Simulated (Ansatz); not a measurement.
**C2H7Si (SMILES C[SiH]C): UB3LYP/6-31G(d) (spherical functions)**

Aim: the electronic atomisation energy of C2H7Si at UB3LYP/6-31G* (spherical functions), from 4 runs. 

The calculation is run with Ansatz 0.2.0.

36 further runs of the same task are left out: 36 set aside as unsound or not needed.

## 1. The structure to begin with

The species is C2H7Si (10 atoms), meant as a doublet with charge 0. SMILES: `C[SiH]C`. The coordinates come from a PBE0-D4/def2-TZVP relaxation.

Bond lengths: C1–Si2 1.877 Å, Si2–C3 1.877 Å, C1–H4 1.095 Å, C1–H5 1.092 Å, C1–H6 1.092 Å, Si2–H7 1.495 Å, C3–H8 1.092 Å, C3–H9 1.092 Å, C3–H10 1.095 Å. Some angles: C1–Si2–C3 111.8°, C1–Si2–H7 110.2°, C3–Si2–H7 110.2°, Si2–C1–H4 110.5°, Si2–C1–H5 111.1°, Si2–C1–H6 111.0°, Si2–C3–H8 111.0°, Si2–C3–H9 111.1°, Si2–C3–H10 110.5°, H4–C1–H5 108.0°.

## 2. The energy at UB3LYP/6-31G(d) (spherical functions)

File input.yaml:

```yaml
basis:
  gaussian:
    orbitals: 6-31G_st_-spherical.json
crystal:
  periodic: [false, false, false]
  atoms:
    - {symbol: C, position_ang: [-1.065300, 0.729000, -0.876200]}
    - {symbol: Si, position_ang: [0.579500, 0.676400, 0.026300]}
    - {symbol: C, position_ang: [0.745000, -0.863300, 1.086800]}
    - {symbol: H, position_ang: [-1.173700, -0.143700, -1.529000]}
    - {symbol: H, position_ang: [-1.145400, 1.625300, -1.494500]}
    - {symbol: H, position_ang: [-1.899100, 0.727900, -0.170400]}
    - {symbol: H, position_ang: [1.707100, 0.752000, -0.952200]}
    - {symbol: H, position_ang: [-0.043500, -0.905000, 1.841800]}
    - {symbol: H, position_ang: [1.708100, -0.884600, 1.600600]}
    - {symbol: H, position_ang: [0.670300, -1.765000, 0.469600]}
magnetization:
  spin_polarized: true
  initial_magnetization: 1
hamiltonian:
  xc: {name: B3LYP}
accuracy: high
output: {orbitals: {seedname: orbitals}}
```

The basis set 6-31G* is read from a file made from the Basis Set Exchange's data (not shown).

Launch:

```console
$ ansatz run input.yaml --threads 1 --pin off --max-ram 3480MiB --events-out events.jsonl --progress --plain --runs-dir runs
```

The program printed:

```text
Warning: RAYON_NUM_THREADS=1 ignored (pool sized by the plan → 1); use --threads N
Functional definition: B3LYP
  name "B3LYP"
  parameter a0 = 0.2
  parameter ax = 0.72
  parameter ac = 0.81
  exchange = (1 - a0 - ax)*slater_x + ax*b88_x + a0*exact_x
  correlation = (1 - ac)*vwn_rpa_c + ac*lyp_c
1456 factors; integrals over basis functions are off by at most 4.0e-9 eV
mean field evaluation 1: about -10057.1535 eV, gradient 4.0e1 eV
mean field evaluation 2: about -10053.3582 eV, gradient 4.6e1 eV
mean field evaluation 4: about -10064.8151 eV, gradient 5.8e-1 eV
mean field evaluation 8: about -10064.9803 eV, gradient 2.1e-2 eV
mean field evaluation 16: about -10064.9803 eV, gradient 2.0e-5 eV
mean field -10064.98029755 eV, -369.8812036462 hartree, gradient 6.5e-8 eV, S^2 0.751181; 0 other end points of the search recorded, 0 dependent functions left out
reference -10064.98033375 eV, -369.8812049766 hartree; 17, 16 occupied and 43, 44 virtual orbitals, 1456 factors
Total energy: -10064.98033375 eV, -369.8812049766 hartree
```

It took 9 s on 1 thread of Arm Neoverse V1, shared host; peak memory 0.26 GiB.

## 3. The C atom, same level

File input.yaml:

```yaml
crystal:
  periodic: [false, false, false]
  atoms:
    - {symbol: C, position_ang: [0.000000, 0.000000, 0.000000]}
basis:
  gaussian:
    orbitals: 6-31G_st_-spherical.json
magnetization:
  spin_polarized: true
  initial_magnetization: 2
hamiltonian:
  xc: {name: B3LYP}
accuracy: high
total_charge: 0
```

The basis set 6-31G* is read from a file made from the Basis Set Exchange's data (not shown).

Run the same way, it converges to -37.84469 Eh (log not shown).

## 4. The H atom

File run.yaml:

```yaml
crystal:
  periodic: [false, false, false]
  atoms:
    - symbol: H
      position_ang: [0.000000, 0.000000, 0.000000]
basis:
  gaussian:
    orbitals: "6-31G*"
magnetization:
  spin_polarized: true
  initial_magnetization: 1
hamiltonian:
  xc: {name: B3LYP}
accuracy: high
```

Run the same way, it converges to -0.50027 Eh (log not shown).

## 5. The Si atom

File job.yaml:

```yaml
crystal:
  periodic: [false, false, false]
  atoms:
    - symbol: Si
      position_ang: [0.000000, 0.000000, 0.000000]
basis:
  gaussian:
    orbitals: 6-31G_st_-spherical.json
magnetization:
  spin_polarized: true
  initial_magnetization: 2
hamiltonian:
  xc: {name: B3LYP}
accuracy: high
```

The basis set 6-31G* is read from a file made from the Basis Set Exchange's data (not shown).

Run the same way, it converges to -289.36979 Eh (log not shown).

## 6. Results

Level: UB3LYP/6-31G* (spherical functions).

| quantity | value |
| --- | --- |
| molecule: total energy | -369.88120 Eh |
| molecule: HOMO energy (highest over α and β) | -5.08 eV |
| molecule: LUMO energy (lowest over α and β) | -1.97 eV |
| molecule: ⟨S²⟩ | 0.751 |
| C atom: total energy | -37.84469 Eh |
| C atom: ⟨S²⟩ | 2.002 |
| H atom: total energy | -0.50027 Eh |
| H atom: ⟨S²⟩ | 0.750 |
| Si atom: total energy | -289.36979 Eh |
| Si atom: ⟨S²⟩ | 2.002 |
| electronic atomisation energy | 35.922 eV |

Taking the molecule apart into free atoms costs 35.92 eV (828 kcal/mol), before zero-point energy and without spin-orbit coupling.
